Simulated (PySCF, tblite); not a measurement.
# C6H11FO2Si: geometry, infrared bands and NMR shifts

Aim: predict the infrared bands and NMR shifts of C6H11FO2Si (`CC/C(=C/[SiH2]CF)C(=O)O`).

The runs use tblite 0.8.0 and PySCF 2.14.0, with density-fitted response routines of our own; the level of theory stands in each step. All values are computed, except where a source is named. Atoms are numbered from 0 throughout.

### 1 The starting structure

21 atoms, charge 0, multiplicity 1; geometry from: force field or distance geometry start.

Bonds of the start (Å): C0–C1 1.49, C1–C2 1.49, C2–C3 1.30, C3–Si4 1.84, Si4–C5 1.86, C5–F6 1.38, C2–C7 1.48, C7–O8 1.24, C7–O9 1.38, C0–H10 1.12, C0–H11 1.09, C0–H12 1.14, C1–H13 1.11, C1–H14 1.13, C3–H15 1.10, Si4–H16 1.46, Si4–H17 1.47, C5–H18 1.13, C5–H19 1.11, O9–H20 1.04.

### 2 Relaxing the molecule with GFN2-xTB

Job settings and geometry (Å):

```
{"job": {"kind": "relax", "xc": "GFN2-xTB", "basis": "xTB"}, "charge": 0, "multiplicity": 1}
C     -2.436300    -1.254600     0.055600
C     -2.127800     0.203800     0.092300
C     -0.680700     0.533200     0.143600
C      0.262900    -0.357500     0.126900
Si     2.057900     0.033200     0.190200
C      3.122500    -1.471400    -0.083800
F      2.802200    -2.516400     0.755100
C     -0.329000     1.967600     0.190000
O      0.844400     2.366100     0.221700
O     -1.354100     2.894200     0.194600
H     -2.121900    -1.799200     0.986500
H     -2.177400    -1.790900    -0.857400
H     -3.576100    -1.324300     0.115400
H     -2.536600     0.722500    -0.804200
H     -2.648600     0.656000     0.985300
H     -0.030900    -1.420800     0.113400
H      2.405500     0.681200     1.446800
H      2.340500     0.970300    -0.905900
H      4.188900    -1.146100     0.090000
H      3.094300    -1.832600    -1.128200
H     -1.108500     3.902800     0.226300
```

Run with:

```
> OMP_NUM_THREADS=1 python probes_run.py task.json out
```

One launch serves the whole session: the jobs run in the order shown.

**Question.** This job is followed by: GFN2-xTB harmonic vibrations, gas phase; GIAO PBE0/pcSseg-1 NMR shielding, non-relativistic, gas phase. Predict these results of the whole session: strongest single infrared mode (GFN2-xTB); zero-point energy (GFN2-xTB); 13C shifts against TMS (PBE0/pcSseg-1); 1H shifts against TMS (PBE0/pcSseg-1, means over atoms taken as alike); 29Si shifts against TMS (PBE0/pcSseg-1); 19F shifts against CFCl3 (PBE0/pcSseg-1); 17O shifts against H2O (PBE0/pcSseg-1); surface potential, 1st and 99th percentile.

The runs gave:

| quantity | value |
| --- | --- |
| strongest single infrared mode (GFN2-xTB) | 1138 cm⁻¹, 322 km/mol |
| zero-point energy (GFN2-xTB) | 98.8 kcal/mol |
| 13C shifts against TMS (PBE0/pcSseg-1) | 176.8, 159.5, 153.5, 81.7, 28.9, 12.3 ppm |
| 1H shifts against TMS (PBE0/pcSseg-1, means over atoms taken as alike) | 7.57, 6.48, 4.75, 4.65, 2.51, 1.30 ppm |
| 29Si shifts against TMS (PBE0/pcSseg-1) | -68.0 ppm |
| 19F shifts against CFCl3 (PBE0/pcSseg-1) | -298.9 ppm |
| 17O shifts against H2O (PBE0/pcSseg-1) | 399.1, 197.0 ppm |
| surface potential, 1st and 99th percentile | -1.35 V and 2.56 V |

**Reading.** Relaxing lowered the energy by 0.753 eV in 82 steps; the close pair that moved most is Si4–C5, from 1.863 to 1.932 Å. No mode is imaginary among the 57: a minimum at this level. The strongest single mode, at 1138 cm⁻¹, moves mainly H20 and O9. Unscaled tight-binding wavenumbers are off by several per cent, some by more. Its intensities can rank the bands wrongly. The most deshielded carbon is C7 (carboxylic acid carbon), at 176.8 ppm: it is a carbonyl in resonance with an O or N lone pair, the region of acids, esters and amides. The most deshielded hydrogen is H15 (hydrogen on a β carbon of a C=C–C=O unit), at 7.57 ppm: attached to an sp2 carbon and in the plane of the double bond. At PBE0/pcSseg-1: The largest span, 526 ppm, is at O8, where the paramagnetic term is -471 ppm. At PBE0/pcSseg-1, counted by nearest atom on the grid, the HOMO lies on C5 29 %; F6 20 %, the LUMO on C3 28 %; C7 21 %.
